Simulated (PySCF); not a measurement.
# HgH: from the state search to spectroscopic constants

One table from this session's results is given with a row withheld; the runs are named, their logs left out.

Computed with PySCF 2.14.0. Level: Hg def2-SVP with ECP60, H def2-SVP, scalar-relativistic core potentials.

The first run:

The job is set up so:

| Item | Value |
| --- | --- |
| atoms | Hg, H |
| charge | 0 |
| basis | Hg def2-SVP with ECP60, H def2-SVP |
| Hamiltonian | scalar-relativistic core potentials |
| basis functions | 37 |
| electrons treated | 21 |
| masses in u | 201.9706, 1.0078 |
| levels | PBE0, PBE, r²SCAN, M06-L, BLYP, r²SCANh, HF, MP2, SCS-MP2, CCSD, CCSD(T) |
| grid | 80 radial by 434 angular points |
| occupations | held fixed by the projection of orbital angular momentum |
| dissociation limit | Hg + H, each in its ground configuration |
| starting distance in angstrom | 1.695 |
| values of 2S to try | 1, 3 |

Launch:

```console
$ OMP_NUM_THREADS=1 python dia.py task.json out
```

Among the steps run: Input; PBE0 along the bond; Higher solutions at PBE0; PBE (GGA); r²SCAN; M06-L; BLYP (GGA); r²SCANh (hybrid meta-GGA); UHF (mean field); MP2 and coupled cluster.

One of the session's tables, all rows but one given; the rest of the session is left out.

Energy (eV) from each level's lowest point:

| R (Å) | UHF | UHF-MP2 | UHF-SCS-MP2 | UHF-CCSD | UHF-CCSD(T) |
| --- | --- | --- | --- | --- | --- |
| 1.558 | 0.297 | 0.195 | 0.210 | n/a | n/a |
| 1.631 | 0.131 | 0.072 | 0.080 | 0.089 | 0.090 |
| 1.703 | 0.042 | 0.015 | 0.018 | 0.021 | 0.021 |
| 1.758 | 0.010 | 0.000 | 0.001 | 0.001 | 0.001 |
| 1.812 | 0.000 | 0.000 | 0.000 | 0.000 | 0.000 |
| 1.866 | 0.004 | 0.008 | 0.009 | 0.011 | 0.011 |
| 1.939 | 0.020 | 0.025 | 0.028 | 0.038 | 0.038 |
| 2.029 | ? | ? | ? | ? | ? |
| 2.138 | 0.077 | 0.054 | 0.069 | 0.125 | 0.127 |
| 2.283 | 0.097 | 0.047 | 0.069 | n/a | n/a |

Estimate the missing values for R (Å) = 2.029.

Worked estimate for «UHF». A straight line through the neighbours (1.939, 0.020) and (2.138, 0.077) gives 0.020 + (0.077 − 0.020) × (2.029 − 1.939) / (2.138 − 1.939) = 0.046; a parabola fitted to 4 rows on both sides gives 0.049.

The run gave: UHF: 0.048; UHF-MP2: 0.043; UHF-SCS-MP2: 0.052; UHF-CCSD: 0.078; UHF-CCSD(T): 0.079. In «UHF» the line misses by -0.002 and the parabola by +0.001.

Caveats from the session: The bond is weak, and basis-set superposition, which was not computed, may be a sizeable part of it.
